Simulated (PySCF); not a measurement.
# [Eu(SH)2]+: other functionals and bases at one geometry

Aim: see how levels, charges and forces of [Eu(SH)2]+ depend on the level of theory. The structure is generated, not taken from experiment.

Program: PySCF 2.14.0. Level of theory: several levels, as the steps say, no spin–orbit coupling. These are calculated values, not measurements.

1 further run of the same task is left out (for a known fault of the program).

## (1) Where the work starts

5 atoms, charge 1, spin multiplicity 1.

Bond lengths: Eu1–S2 2.509 Å, Eu1–S4 2.509 Å, S2–H3 1.359 Å, S4–H5 1.359 Å. Angles: S2–Eu1–S4 98.2°, Eu1–S2–H3 95.7°, Eu1–S4–H5 95.7°.

Geometry (Å):

```xyz
5
charge 1, multiplicity 1
Eu    0.0000    0.0000   -0.7783
S     1.8950   -0.0872    0.8643
H     2.8749   -0.2269   -0.0676
S    -1.8950    0.0872    0.8643
H    -2.8749    0.2269   -0.0676
```

Formal oxidation states: Eu +3. Each metal's 6 4f electrons lie in its core potential, so multiplicities, spins and levels count the valence alone. An earlier session relaxed this geometry at PBE0, Eu lcecp-1-SVP with ECP52, S def2-SVP, H def2-SVP (singlet, point group C2).

At PBE0 on the finer grid: E = -832.199398 Eh, HOMO -12.10 eV, LUMO -7.35 eV, Mulliken charge on Eu1 +1.11 e, largest force component 0.020 eV/Å. 

Levels to run: HF; TPSSh; PBE0, TZVP. Hardware: 2 threads of Arm Neoverse V2, shared host.

## (2) HF

Input file run.py (the lines that set the calculation):

```python
mol = gto.M(atom='''
Eu     0.00000     0.00000    -0.77833
S      1.89503    -0.08718     0.86435
H      2.87493    -0.22687    -0.06758
S     -1.89503     0.08718     0.86435
H     -2.87493     0.22687    -0.06758''',
    basis={'Eu': 'lcecp-1-SVP', 'S': 'def2-SVP', 'H': 'def2-SVP'},
    ecp={'Eu': 'lcecp-1-SVP'},
    charge=1, spin=0)
mf = scf.RHF(mol)
mf = mf.density_fit()  # fitting sets: Eu AutoAux, S def2-universal-JKFIT, H def2-universal-JKFIT
mf.conv_tol = 1e-08; mf.max_cycle = 55
mf.kernel(dm0)  # dm0: the density of the relaxed state
```

Started as:

```
$ OMP_NUM_THREADS=2 python run.py
```

## (3) TPSSh

run.py (the lines that set the calculation): that of step 2 with these lines changed.

```diff
@@ -9,3 +9,4 @@
     charge=1, spin=0)
-mf = scf.RHF(mol)
+mf = dft.RKS(mol, xc='TPSSH')
+mf.grids.atom_grid = (75, 302)  # f atoms: unpruned, at least (60, 302)
 mf = mf.density_fit()  # fitting sets: Eu AutoAux, S def2-universal-JKFIT, H def2-universal-JKFIT
```

## (4) PBE0, TZVP

Basis: Eu lcecp-1-TZVP with ECP52, S def2-TZVP, H def2-TZVP. 

Input file run.py (the lines that set the calculation):

```python
mol = gto.M(atom='''
Eu     0.00000     0.00000    -0.77833
S      1.89503    -0.08718     0.86435
H      2.87493    -0.22687    -0.06758
S     -1.89503     0.08718     0.86435
H     -2.87493     0.22687    -0.06758''',
    basis={'Eu': 'lcecp-1-TZVP', 'S': 'def2-TZVP', 'H': 'def2-TZVP'},
    ecp={'Eu': 'lcecp-1-TZVP'},
    charge=1, spin=0)
mf = dft.RKS(mol, xc='PBE0')
mf.grids.atom_grid = (75, 302)  # f atoms: unpruned, at least (60, 302)
mf = mf.density_fit()  # fitting sets: Eu AutoAux, S def2-universal-JKFIT, H def2-universal-JKFIT
mf.conv_tol = 1e-08; mf.max_cycle = 55
mf.kernel(dm0)  # dm0: free metal ions and neutral atoms
```

Before running it: what results should come out? Wanted: for each run, HOMO; gap; charge on Eu1; dipole; largest force.

The runs gave:

| level | state | HOMO (eV) | gap (eV) | charge on Eu1 (e) | dipole (D) | largest force (eV/Å) | basis functions | time |
| --- | --- | --- | --- | --- | --- | --- | --- | --- |
| PBE0 (relaxed here) | singlet | -12.10 | 4.75 | 1.11 | 7.61 | 0.02 | 79 | 7.9 s |
| HF | singlet | -14.42 | 9.23 | 1.38 | 9.28 | 0.81 | 79 | 1.6 s |
| TPSSh | singlet | -11.51 | 3.92 | 1.13 | 7.56 | 0.29 | 79 | 4.3 s |
| PBE0, TZVP | singlet | -12.03 | 4.77 | 1.39 | 7.26 | 0.19 | 133 | 8.5 s |

Times are on 2 threads of Arm Neoverse V2, shared host; the first row also made further properties. The dipole of a charged species depends on the origin, so these sizes hold for this origin alone.

In one basis the HOMO–LUMO gap runs from 3.92 eV (TPSSh) to 9.23 eV (HF). The largest leftover force, 0.81 eV/Å with HF, stands at a geometry relaxed at another level. The Mulliken charge on Eu spans +1.11 to +1.39 e over the levels. With 4f in the core, its levels are missing from HOMO and gap. Total energies of different levels can't be compared. Spin–orbit coupling is left out throughout.
